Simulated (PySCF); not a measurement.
# C6H18N2SSi2: NMR shifts at several levels of theory

Aim: compute the NMR shifts of C6H18N2SSi2 (`C[Si](C)(C)N=S=N[Si](C)(C)C`) at several levels, and see how far they spread and what each costs.

The runs use PySCF 2.14.0, with density-fitted response routines of our own; the level of theory stands in each step. All values are computed, except where a source is named. Atoms are numbered from 0 throughout.

### Step 1. Starting geometry

29 atoms, charge 0, multiplicity 1; geometry from: GFN2-xTB.

Bonds of the start (Å): C0–Si1 1.89, Si1–C2 1.88, Si1–C3 1.88, Si1–N4 1.77, N4–S5 1.71, S5–N6 1.71, N6–Si7 1.77, Si7–C8 1.89, Si7–C9 1.88, Si7–C10 1.88, C0–H11 1.09, C0–H12 1.09, C0–H13 1.09, C2–H14 1.09, C2–H15 1.09, C2–H16 1.09, C3–H17 1.09, C3–H18 1.09, C3–H19 1.09, C8–H20 1.09, C8–H21 1.09, C8–H22 1.09, C9–H23 1.09, C9–H24 1.09, C9–H25 1.09, C10–H26 1.09, C10–H27 1.09, C10–H28 1.09.

### Step 2. Relaxing the molecule at PBE0-D3(BJ)/def2-SVP

The job: settings as JSON, then the geometry in Å.

```
{"job": {"xc": "PBE0", "basis": "def2-SVP", "d3": "d3bj", "grid": 1, "kind": "geom"}, "charge": 0, "multiplicity": 1}
C     -4.230560    -1.368570    -0.572000
Si    -2.754890    -0.208740    -0.802560
C     -3.247750     1.477830    -0.143200
C     -2.400510    -0.096900    -2.642150
N     -1.390540    -0.888510     0.088370
S      0.009930     0.089880    -0.053340
N      1.213560    -0.716520     0.862970
Si     2.748940     0.154770     0.834570
C      3.988550    -0.825730     1.872810
C      2.595260     1.863730     1.594830
C      3.442660     0.289010    -0.904070
H     -5.102680    -0.984770    -1.109510
H     -3.998680    -2.366040    -0.956920
H     -4.488420    -1.455790     0.487610
H     -3.449340     1.430820     0.931230
H     -2.457810     2.215540    -0.312410
H     -4.153580     1.833470    -0.643620
H     -2.102920    -1.071750    -3.040100
H     -1.598070     0.617590    -2.848190
H     -3.292520     0.233080    -3.183310
H      4.126180    -1.829420     1.459850
H      3.636320    -0.919180     2.904350
H      4.958710    -0.320260     1.883290
H      2.183400     1.802840     2.606710
H      3.576610     2.344020     1.655760
H      1.942480     2.506160     0.996480
H      2.802360     0.908220    -1.539260
H      3.530100    -0.699710    -1.364540
H      4.437820     0.743640    -0.883890
```

What it wrote:

```text
step   0  E = -1324.82633092  max force = 0.109014
step   1  E = -1324.86622371  max force = 0.041224
step   2  E = -1324.86905841  max force = 0.031895
step   3  E = -1324.87168624  max force = 0.004154
step   4  E = -1324.87221017  max force = 0.004231
step   5  E = -1324.87250294  max force = 0.002614
step   6  E = -1324.87252446  max force = 0.000332
step   7  E = -1324.87252940  max force = 0.000376
optimisation converged
```

Wall time 4.8 min (8 threads of Intel Xeon at 2.70GHz, shared host).

Step by step:

```
step  energy from step 0 (eV)  largest force component (eV/Å)
   0                   0.0000                          5.6057
   1                  -1.0855                          2.1198
   2                  -1.1627                          1.6401
   3                  -1.2342                          0.2136
   4                  -1.2484                          0.2176
   5                  -1.2564                          0.1344
   6                  -1.2570                          0.0171
   7                  -1.2571                          0.0193
```

Distances of close pairs at the start and the end, largest changes first:

```
   bond  before (Å)  after (Å)  change (Å)
  S5–N6       1.714      1.527      -0.188
  N4–S5       1.714      1.527      -0.187
 C0–Si1       1.891      1.869      -0.023
 Si7–C8       1.891      1.869      -0.022
 C3–H18       1.094      1.102      +0.008
 C9–H25       1.094      1.102      +0.008
C10–H26       1.094      1.102      +0.008
 C2–H15       1.094      1.102      +0.008
```

The final coordinates are the input of the step that follows.

```
                         at the end point                value
  point group (found at 0.08 Å tolerance)                   Cs
rotational constants (GHz, main isotopes)  1.562, 0.278, 0.278
                        dipole moment (D)                 2.12
```

### Step 3. NMR shieldings: PBE0/pcSseg-1

The job: settings as JSON, then the geometry in Å.

```
{"job": {"kind": "nmr", "xc": "PBE0", "basis": "pcSseg-1", "pop": false}, "charge": 0, "multiplicity": 1}
C     -4.022890    -1.479546    -0.382239
Si    -2.801762    -0.141357    -0.839875
C     -3.381018     1.535838    -0.221358
C     -2.531263    -0.086843    -2.699184
N     -1.284011    -0.564508    -0.044915
S      0.021463     0.223478    -0.129669
N      1.168878    -0.421551     0.643830
Si     2.807884     0.211774     0.800980
C      3.745191    -1.009750     1.860228
C      2.740032     1.898689     1.626787
C      3.584883     0.351617    -0.904602
H     -5.008322    -1.297344    -0.839571
H     -3.661076    -2.462733    -0.720507
H     -4.151741    -1.527337     0.709999
H     -3.475689     1.537075     0.875806
H     -2.668481     2.327960    -0.501972
H     -4.362888     1.798357    -0.646806
H     -2.125084    -1.043097    -3.064343
H     -1.820842     0.710250    -2.971298
H     -3.475814     0.106297    -3.232641
H      3.755830    -2.003202     1.385989
H      3.264910    -1.113732     2.845356
H      4.787572    -0.689092     2.015322
H      2.223186     1.837720     2.597343
H      3.752786     2.293844     1.806110
H      2.199855     2.625319     0.998983
H      3.043647     1.081836    -1.527316
H      3.564286    -0.619283    -1.423839
H      4.635088     0.678033    -0.836838
```

Method: GIAO PBE0/pcSseg-1 NMR shielding, non-relativistic, gas phase.

What it wrote:

```text
coarse grid: 24672 points
cycle   1  E = -1325.0776716563  dE =  9.563e-01  |g| = 8.795e-01  |ddm| = 4.938e+00
cycle   2  E = -1324.9244758552  dE =  1.532e-01  |g| = 1.196e+00  |ddm| = 1.713e+00
cycle   3  E = -1325.2552688775  dE = -3.308e-01  |g| = 1.955e-01  |ddm| = 1.154e+00
cycle   4  E = -1325.2638208553  dE = -8.552e-03  |g| = 3.434e-02  |ddm| = 1.879e-01
cycle   5  E = -1325.2640710329  dE = -2.502e-04  |g| = 1.139e-02  |ddm| = 4.301e-02
cycle   6  E = -1325.2641043690  dE = -3.334e-05  |g| = 1.968e-03  |ddm| = 1.590e-02
cycle   7  E = -1325.2641048708  dE = -5.018e-07  |g| = 1.316e-03  |ddm| = 2.899e-03
final grid: 221528 points
cycle   8  E = -1325.3250670529  dE = -3.298e-05  |g| = 1.312e-02  |ddm| = 3.023e-02
cycle   9  E = -1325.3250032805  dE =  6.377e-05  |g| = 2.116e-02  |ddm| = 2.685e-02
cycle  10  E = -1325.3250962518  dE = -9.297e-05  |g| = 7.190e-03  |ddm| = 2.073e-02
cycle  11  E = -1325.3251083373  dE = -1.209e-05  |g| = 1.076e-03  |ddm| = 6.372e-03
cycle  12  E = -1325.3251085960  dE = -2.587e-07  |g| = 2.621e-04  |ddm| = 1.118e-03
cycle  13  E = -1325.3251086097  dE = -1.368e-08  |g| = 5.538e-05  |ddm| = 2.398e-04
cycle  14  E = -1325.3251086105  dE = -7.781e-10  |g| = 1.796e-05  |ddm| = 8.659e-05
converged SCF energy = -1325.3251086105

GIAO shielding tensors (ppm)
atom      isotropic    diamagn.    paramagn.     s11        s22        s33       span
  0 C      182.928     255.790     -72.861    174.715    185.459    188.611     13.896
  1 Si     347.271     884.066    -536.795    331.735    347.168    362.912     31.177
  2 C      181.973     257.259     -75.287    172.967    184.471    188.480     15.514
  3 C      181.759     257.325     -75.567    172.430    184.420    188.426     15.996
  4 N     -188.320     338.910    -527.231   -702.625    -45.452    183.116    885.740
  5 S     -317.538    1063.364   -1380.902   -920.973   -205.406    173.765   1094.737
  6 N     -187.915     338.940    -526.855   -701.607    -45.828    183.689    885.296
  7 Si     347.427     884.079    -536.652    331.853    347.424    363.004     31.150
  8 C      182.888     255.815     -72.927    174.663    185.380    188.621     13.958
  9 C      181.794     257.285     -75.491    172.404    184.522    188.456     16.051
 10 C      181.992     257.279     -75.286    172.973    184.512    188.492     15.519
 11 H       31.341      26.972       4.370     27.249     28.858     37.917     10.668
 12 H       30.728      31.898      -1.169     26.708     28.140     37.336     10.627
 13 H       30.720      31.845      -1.125     26.721     28.127     37.313     10.592
 14 H       30.888      33.106      -2.218     27.522     27.981     37.160      9.639
 15 H       31.174      34.899      -3.725     27.325     28.983     37.213      9.888
 16 H       31.153      28.198       2.955     27.101     28.505     37.853     10.752
 17 H       30.896      33.201      -2.305     27.548     27.998     37.143      9.594
 18 H       31.194      34.945      -3.751     27.370     29.005     37.206      9.836
 19 H       31.156      28.248       2.908     27.095     28.503     37.869     10.773
 20 H       30.725      31.875      -1.150     26.727     28.141     37.308     10.581
 21 H       30.728      31.897      -1.168     26.714     28.133     37.339     10.625
 22 H       31.342      26.986       4.356     27.255     28.861     37.909     10.655
 23 H       30.888      33.169      -2.281     27.538     28.003     37.124      9.586
 24 H       31.157      28.220       2.938     27.093     28.506     37.873     10.780
 25 H       31.196      34.908      -3.712     27.365     28.998     37.226      9.861
 26 H       31.172      34.899      -3.727     27.327     28.971     37.219      9.892
 27 H       30.891      33.160      -2.269     27.533     27.993     37.146      9.613
 28 H       31.153      28.208       2.944     27.095     28.506     37.858     10.763
```

It took 100 s on 8 threads of Intel Xeon at 2.70GHz, shared host.

The references, computed at this level on geometries of the same kind, shield at (ppm): ¹H TMS 31.27, ¹³C TMS 184.4, ²⁹Si TMS 352.0, ¹⁵N NH3 265.7, ³³S CS2 496. Their shielding less the atom's gives the shift. The references are single molecules in the gas phase, so shifts against H2O, NH3, PH3, H3PO4 or CFCl3 are not on the usual liquid scales and can be off by tens of ppm. Atoms listed in one row are averaged.

```
                              atoms                               environment  σ (ppm)  δ (ppm)  δ scaled to CDCl3
            C0, C2, C3, C8, C9, C10                methyl carbon bonded to Si    182.2      2.2                1.6
H11, H12, H13, H14, H15 and 13 more  hydrogen on a methyl carbon bonded to Si    31.03     0.24               0.44
                           Si1, Si7                  silicon bonded to 3 C, N    347.3      4.6                  –
                             N4, N6                  nitrogen bonded to S, Si   -188.1    453.8                  –
                                 S5                      sulfur bonded to 2 N     -318      813                  –
```

The scaled column applies a straight-line fit of computed shieldings to shifts measured in CDCl3, with any fitted terms for Cl, Br or S neighbours (root-mean-square error 0.21 ppm for H, 2.0 ppm for C).

### Step 4. NMR shieldings: PBE/pcSseg-1

Settings changed since step 3:

```diff
@@ -1,2 +1,2 @@
-{"job": {"kind": "nmr", "xc": "PBE0", "basis": "pcSseg-1", "pop": false}, "charge": 0, "multiplicity": 1}
+{"job": {"kind": "nmr", "xc": "PBE", "basis": "pcSseg-1", "pop": false}, "charge": 0, "multiplicity": 1}
 C     -4.022890    -1.479546    -0.382239
```

With the program's defaults for keys left out, this is: GIAO PBE/pcSseg-1 NMR shielding, non-relativistic, gas phase.

What it wrote:

```text
coarse grid: 24672 points
cycle   1  E = -1324.7474115138  dE =  8.710e-01  |g| = 1.230e+00  |ddm| = 5.056e+00
cycle   2  E = -1323.9062945101  dE =  8.411e-01  |g| = 2.181e+00  |ddm| = 3.199e+00
cycle   3  E = -1325.0848200375  dE = -1.179e+00  |g| = 3.909e-01  |ddm| = 2.464e+00
cycle   4  E = -1325.1197248157  dE = -3.490e-02  |g| = 9.779e-02  |ddm| = 4.335e-01
cycle   5  E = -1325.1215043549  dE = -1.780e-03  |g| = 3.871e-02  |ddm| = 1.240e-01
cycle   6  E = -1325.1219128520  dE = -4.085e-04  |g| = 7.184e-03  |ddm| = 5.640e-02
cycle   7  E = -1325.1219132823  dE = -4.303e-07  |g| = 7.282e-03  |ddm| = 1.357e-02
cycle   8  E = -1325.1219256388  dE = -1.236e-05  |g| = 1.746e-03  |ddm| = 7.614e-03
cycle   9  E = -1325.1219263935  dE = -7.547e-07  |g| = 1.639e-04  |ddm| = 1.780e-03
final grid: 221528 points
cycle  10  E = -1325.2047800365  dE = -8.683e-06  |g| = 2.136e-02  |ddm| = 4.188e-02
cycle  11  E = -1325.2045125432  dE =  2.675e-04  |g| = 3.944e-02  |ddm| = 4.944e-02
cycle  12  E = -1325.2048789386  dE = -3.664e-04  |g| = 7.164e-03  |ddm| = 3.600e-02
cycle  13  E = -1325.2048905627  dE = -1.162e-05  |g| = 1.545e-03  |ddm| = 6.768e-03
cycle  14  E = -1325.2048906665  dE = -1.038e-07  |g| = 1.409e-03  |ddm| = 2.488e-03
cycle  15  E = -1325.2048911458  dE = -4.793e-07  |g| = 1.825e-04  |ddm| = 1.315e-03
cycle  16  E = -1325.2048911545  dE = -8.738e-09  |g| = 2.241e-05  |ddm| = 2.568e-04
cycle  17  E = -1325.2048911546  dE = -9.504e-11  |g| = 7.087e-06  |ddm| = 3.400e-05
converged SCF energy = -1325.2048911546

GIAO shielding tensors (ppm)
atom      isotropic    diamagn.    paramagn.     s11        s22        s33       span
  0 C      178.640     254.788     -76.149    169.822    180.998    185.098     15.276
  1 Si     331.061     885.270    -554.209    314.596    332.304    346.283     31.688
  2 C      177.501     256.118     -78.617    167.242    180.270    184.990     17.747
  3 C      177.256     256.183     -78.927    166.623    180.214    184.932     18.309
  4 N     -170.829     338.620    -509.448   -638.398    -47.366    173.279    811.677
  5 S     -252.757    1063.875   -1316.631   -751.252   -157.798    150.780    902.032
  6 N     -170.417     338.641    -509.058   -637.391    -47.694    173.832    811.223
  7 Si     331.220     885.285    -554.065    314.718    332.563    346.378     31.660
  8 C      178.599     254.814     -76.215    169.773    180.916    185.109     15.336
  9 C      177.296     256.144     -78.848    166.597    180.318    184.972     18.376
 10 C      177.521     256.137     -78.616    167.246    180.311    185.005     17.760
 11 H       31.304      27.048       4.255     27.384     28.930     37.597     10.213
 12 H       30.719      31.804      -1.085     26.935     28.262     36.960     10.025
 13 H       30.711      31.754      -1.043     26.947     28.247     36.938      9.991
 14 H       30.790      32.996      -2.206     27.648     28.060     36.662      9.014
 15 H       31.070      34.754      -3.684     27.372     29.029     36.808      9.436
 16 H       31.084      28.214       2.869     27.203     28.557     37.490     10.287
 17 H       30.795      33.091      -2.295     27.669     28.078     36.639      8.969
 18 H       31.087      34.799      -3.712     27.413     29.049     36.801      9.389
 19 H       31.086      28.264       2.822     27.199     28.554     37.504     10.306
 20 H       30.715      31.783      -1.068     26.953     28.260     36.933      9.980
 21 H       30.719      31.803      -1.084     26.941     28.254     36.963     10.023
 22 H       31.304      27.063       4.241     27.389     28.933     37.589     10.200
 23 H       30.787      33.059      -2.271     27.659     28.082     36.621      8.962
 24 H       31.087      28.236       2.851     27.195     28.557     37.509     10.314
 25 H       31.091      34.764      -3.673     27.409     29.041     36.821      9.412
 26 H       31.068      34.754      -3.685     27.373     29.017     36.814      9.441
 27 H       30.793      33.049      -2.257     27.658     28.073     36.647      8.989
 28 H       31.084      28.225       2.859     27.198     28.558     37.495     10.298
```

It took 67 s on 8 threads of Intel Xeon at 2.70GHz, shared host.

This run: δ C0 2.2, Si1 3.5, N4 435.7, S5 744, H11 0.24 ppm (means over like atoms).

### Step 5. Nuclear shieldings: wB97X-D/pcSseg-1

Settings changed since step 4:

```diff
@@ -1,2 +1,2 @@
-{"job": {"kind": "nmr", "xc": "PBE", "basis": "pcSseg-1", "pop": false}, "charge": 0, "multiplicity": 1}
+{"job": {"kind": "nmr", "xc": "wB97X-D", "basis": "pcSseg-1", "pop": false}, "charge": 0, "multiplicity": 1}
 C     -4.022890    -1.479546    -0.382239
```

With the program's defaults for keys left out, this is: GIAO wB97X-D/pcSseg-1 NMR shielding, non-relativistic, gas phase.

What it wrote:

```text
coarse grid: 24672 points
cycle   1  E = -1325.8136779577  dE =  1.177e+00  |g| = 6.942e-01  |ddm| = 4.820e+00
cycle   2  E = -1325.8258103430  dE = -1.213e-02  |g| = 6.997e-01  |ddm| = 1.092e+00
cycle   3  E = -1325.9279618539  dE = -1.022e-01  |g| = 1.030e-01  |ddm| = 5.933e-01
cycle   4  E = -1325.9300885501  dE = -2.127e-03  |g| = 3.435e-02  |ddm| = 1.060e-01
cycle   5  E = -1325.9303863064  dE = -2.978e-04  |g| = 4.533e-03  |ddm| = 3.836e-02
cycle   6  E = -1325.9303919667  dE = -5.660e-06  |g| = 1.491e-03  |ddm| = 9.479e-03
final grid: 221528 points
cycle   7  E = -1326.0055767524  dE = -3.228e-04  |g| = 7.306e-03  |ddm| = 4.760e-02
cycle   8  E = -1326.0055820046  dE = -5.252e-06  |g| = 6.418e-03  |ddm| = 1.095e-02
cycle   9  E = -1326.0055898534  dE = -7.849e-06  |g| = 1.263e-03  |ddm| = 5.197e-03
cycle  10  E = -1326.0055901865  dE = -3.331e-07  |g| = 6.012e-04  |ddm| = 1.580e-03
cycle  11  E = -1326.0055902734  dE = -8.693e-08  |g| = 1.024e-04  |ddm| = 6.791e-04
cycle  12  E = -1326.0055902760  dE = -2.599e-09  |g| = 6.125e-05  |ddm| = 1.705e-04
cycle  13  E = -1326.0055902768  dE = -7.826e-10  |g| = 2.713e-05  |ddm| = 7.292e-05
converged SCF energy = -1326.0055902768

GIAO shielding tensors (ppm)
atom      isotropic    diamagn.    paramagn.     s11        s22        s33       span
  0 C      182.973     255.968     -72.995    175.150    185.536    188.233     13.083
  1 Si     347.790     884.042    -536.252    332.341    346.626    364.403     32.062
  2 C      182.224     257.604     -75.379    173.879    184.650    188.144     14.265
  3 C      182.039     257.673     -75.634    173.417    184.609    188.091     14.674
  4 N     -189.410     339.931    -529.341   -711.406    -39.873    183.048    894.455
  5 S     -345.488    1063.906   -1409.393   -974.745   -231.729    170.011   1144.755
  6 N     -188.995     339.953    -528.948   -710.375    -40.274    183.664    894.039
  7 Si     347.944     884.053    -536.108    332.462    346.887    364.484     32.023
  8 C      182.932     255.996     -73.064    175.098    185.458    188.242     13.144
  9 C      182.073     257.630     -75.558    173.395    184.706    188.117     14.722
 10 C      182.245     257.623     -75.378    173.890    184.692    188.153     14.263
 11 H       31.440      26.761       4.679     27.374     28.961     37.985     10.611
 12 H       30.833      32.127      -1.294     26.809     28.263     37.427     10.617
 13 H       30.825      32.072      -1.246     26.822     28.251     37.403     10.580
 14 H       31.029      33.384      -2.354     27.660     28.109     37.320      9.660
 15 H       31.320      35.357      -4.037     27.503     29.135     37.322      9.819
 16 H       31.275      28.027       3.248     27.246     28.634     37.943     10.697
 17 H       31.039      33.486      -2.446     27.686     28.126     37.306      9.620
 18 H       31.340      35.404      -4.064     27.548     29.157     37.315      9.766
 19 H       31.278      28.077       3.200     27.240     28.632     37.960     10.720
 20 H       30.831      32.105      -1.273     26.829     28.265     37.399     10.570
 21 H       30.832      32.128      -1.296     26.814     28.255     37.428     10.614
 22 H       31.442      26.776       4.666     27.381     28.966     37.979     10.598
 23 H       31.033      33.452      -2.419     27.678     28.132     37.289      9.611
 24 H       31.280      28.049       3.230     27.239     28.636     37.965     10.726
 25 H       31.342      35.364      -4.022     27.542     29.150     37.334      9.792
 26 H       31.318      35.354      -4.036     27.504     29.122     37.328      9.824
 27 H       31.033      33.441      -2.409     27.672     28.121     37.305      9.634
 28 H       31.275      28.037       3.237     27.241     28.634     37.949     10.708
```

Wall time 2.1 min (8 threads of Intel Xeon at 2.70GHz, shared host).

In short: δ C0 2.1, Si1 5.1, N4 453.2, S5 839, H11 0.23 ppm (means over like atoms).

(Part 1 of 2 ends here.)
